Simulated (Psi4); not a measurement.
# MP2/6-31G(d) (density fitting, density fitting for correlation, spherical functions, sweep point 4) run of BCl2F (SMILES FB(Cl)Cl)

What is the vertical ionisation energy of BCl2F at MP2/6-31G* (density fitting, density fitting for correlation, spherical functions, sweep point 4)? Input form: a Python script.

The results are computed with Psi4 1.11.

### 1 The molecule

BCl2F has 4 atoms, charge 0, and is taken as a singlet. SMILES: `FB(Cl)Cl`. The coordinates come from a GFN2-xTB relaxation.

Bond lengths: B1–Cl2 1.712 Å, B1–Cl3 1.712 Å, B1–F4 1.323 Å. Angles: Cl2–B1–Cl3 123.6°, Cl2–B1–F4 118.2°, Cl3–B1–F4 118.2°.

### 2 The energy at MP2/6-31G(d) (density fitting, density fitting for correlation, spherical functions, sweep point 4)

run.py

```python
import psi4

psi4.set_memory('1600 MB')
psi4.set_num_threads(1)
psi4.set_output_file('output.dat', False)

mol = psi4.geometry("""
0 1
B     -0.037880    -0.063210    -0.000480
Cl     1.671570    -0.146640     0.013750
Cl    -0.914230     1.407130    -0.016990
F     -0.719460    -1.197280     0.003720
symmetry c1
""")

psi4.set_options({
    'reference': 'rhf',
    'puream': True,
    'scf_type': 'df',
    'num_frozen_docc': 12,
})

result, w = psi4.energy("mp2/6-31G*", molecule=mol, return_wfn=True)
print(f'total energy {result:.8f} hartree = {result * 27.211386:.5f} eV')
```

Run with:

```bash
python run.py
```

output.dat:

```text
[...]
  Running in c1 symmetry.
[...]
  Nuclear repulsion =  183.247378343285163
[...]
  Multiplicity = 1
[...]
  Nalpha       = 24
  Nbeta        = 24
[...]
    Number of basis functions: 64
[...]
   @DF-RHF iter   1: -1043.17543854195674   -2.69261e-01   5.14017e-03 ADIIS/DIIS
[...]
   @DF-RHF iter  11: -1043.22603020573183   -2.95586e-12   4.89838e-09 DIIS
[...]
    Orbital Energies [Eh]
    ---------------------
    Doubly Occupied:
       1A   -104.842301     2A   -104.842260     3A    -26.335290
       4A    -10.585095     5A    -10.585049     6A     -8.053259
       7A     -8.053217     8A     -8.050811     9A     -8.050769
      10A     -8.050359    11A     -8.050318    12A     -7.774427
      13A     -1.648662    14A     -1.170423    15A     -1.131145
      16A     -0.808918    17A     -0.728029    18A     -0.708655
      19A     -0.669148    20A     -0.569474    21A     -0.528891
      22A     -0.514468    23A     -0.488132    24A     -0.474526
[...]
  @DF-RHF Final Energy: -1043.22603020573183
   => Energetics <=
    Nuclear Repulsion Energy =            183.2473783432851633
    One-Electron Energy =               -1807.5195618968923554
    Two-Electron Energy =                 581.0461533478753609
    Total Energy =                      -1043.2260302057318313
[...]
 Multipole Moments:
 ------------------------------------------------------------------------------------
     Multipole            Electronic (a.u.)      Nuclear  (a.u.)        Total (a.u.)
 ------------------------------------------------------------------------------------
 L = 1.  Multiply by 2.5417464519 to convert [e a0] to [Debye]
 Dipole X            :         -0.4301824            0.4839588            0.0537764
 Dipole Y            :         -0.7171115            0.8055345            0.0884230
 Dipole Z            :          0.0004363           -0.0018725           -0.0014362
 Magnitude           :                                                    0.1035017
[...]
```

The script printed:

```text
total energy -1043.72841025 hartree = -28401.29665 eV
```

It took 1.2 s on 1 thread of AMD EPYC 9R45 (Zen 5), shared host; peak memory 0.2 GiB.

### 3 The doublet cation, same level

job.py

```python
import psi4

psi4.set_memory('1600 MB')
psi4.set_num_threads(1)
psi4.set_output_file('bcl2f.out', False)

molecule = psi4.geometry("""
1 2
B     -0.037880    -0.063210    -0.000480
Cl     1.671570    -0.146640     0.013750
Cl    -0.914230     1.407130    -0.016990
F     -0.719460    -1.197280     0.003720
symmetry c1
""")

psi4.set_options({
    'reference': 'uhf',
    'puream': True,
    'scf_type': 'df',
    'num_frozen_docc': 12,
    'maxiter': 150,
})

energy_value, wavefunction = psi4.energy("mp2/6-31G*", molecule=molecule, return_wfn=True)
print(f'total energy {energy_value:.8f} hartree = {energy_value * 27.211386:.5f} eV')
```

Run with:

```bash
python job.py
```

bcl2f.out:

```text
[...]
  Running in c1 symmetry.
[...]
  Nuclear repulsion =  183.247378343285163
[...]
  Multiplicity = 2
[...]
  Nalpha       = 24
  Nbeta        = 23
[...]
    Number of basis functions: 64
[...]
   @DF-UHF iter   1: -1042.70473008437739    2.01447e-01   5.91659e-03 DIIS/ADIIS
[...]
   @DF-UHF iter  23: -1042.78526438832841   -1.86446e-11   5.16264e-09 DIIS
[...]
   @S^2 Observed:                7.797470669E-01
[...]
    Orbital Energies [Eh]
    ---------------------
    Alpha Occupied:
       1A   -105.163770     2A   -105.163586     3A    -26.555585
       4A    -10.902084     5A    -10.901898     6A     -8.380449
       7A     -8.380251     8A     -8.366325     9A     -8.366142
      10A     -8.364327    11A     -8.364146    12A     -8.027961
      13A     -1.863771    14A     -1.477700    15A     -1.442132
      16A     -1.032480    17A     -0.960092    18A     -0.951852
      19A     -0.922451    20A     -0.837296    21A     -0.824174
      22A     -0.804426    23A     -0.802481    24A     -0.774820
    Alpha Virtual:
      25A     -0.119773    26A     -0.030820    27A      0.079507
[...]
  @DF-UHF Final Energy: -1042.78526438832841
   => Energetics <=
    Nuclear Repulsion Energy =            183.2473783432851633
    One-Electron Energy =               -1794.0931819132379132
    Two-Electron Energy =                 568.0605391816244492
    Total Energy =                      -1042.7852643883284145
  UHF NO Occupations:
  HONO-2 :   22  A 1.9988758
  HONO-1 :   23  A 1.9875292
[...]
 Multipole Moments:
 ------------------------------------------------------------------------------------
     Multipole            Electronic (a.u.)      Nuclear  (a.u.)        Total (a.u.)
 ------------------------------------------------------------------------------------
 L = 1.  Multiply by 2.5417464519 to convert [e a0] to [Debye]
 Dipole X            :         -0.0966654            0.4839588            0.3872934
 Dipole Y            :         -0.1643515            0.8055345            0.6411830
 Dipole Z            :         -0.0012039           -0.0018725           -0.0030764
 Magnitude           :                                                    0.7490803
[...]
```

Standard output:

```text
total energy -1043.28663348 hartree = -28389.27529 eV
```

It took 1.4 s on 1 thread of AMD EPYC 9R45 (Zen 5), shared host; peak memory 0.2 GiB.

### 4 Summary of results

Level: MP2/6-31G* (density fitting, density fitting for correlation, spherical functions, sweep point 4), 12 core orbitals frozen.

| quantity | value |
| --- | --- |
| singlet BCl2F: total energy | -1043.72841 Eh |
| singlet BCl2F: HOMO energy (Hartree–Fock orbitals) | -12.91 eV |
| singlet BCl2F: LUMO energy (Hartree–Fock orbitals) | 3.22 eV |
| singlet BCl2F: HOMO–LUMO gap (Hartree–Fock orbitals) | 16.13 eV |
| singlet BCl2F: correlation energy (12 core orbitals frozen) | -502.4 mEh |
| doublet cation: total energy | -1043.28663 Eh |
| doublet cation: HOMO energy (Hartree–Fock orbitals) (highest over α and β) | -18.02 eV |
| doublet cation: LUMO energy (Hartree–Fock orbitals) (lowest over α and β) | -11.08 eV |
| doublet cation: correlation energy (12 core orbitals frozen) | -501.4 mEh |
| doublet cation: ⟨S²⟩ of the reference determinant | 0.780 |
| vertical ionisation energy (to the doublet cation) | 12.021 eV |

**Reading.** The vertical ionisation energy comes to 12.02 eV (277 kcal/mol).
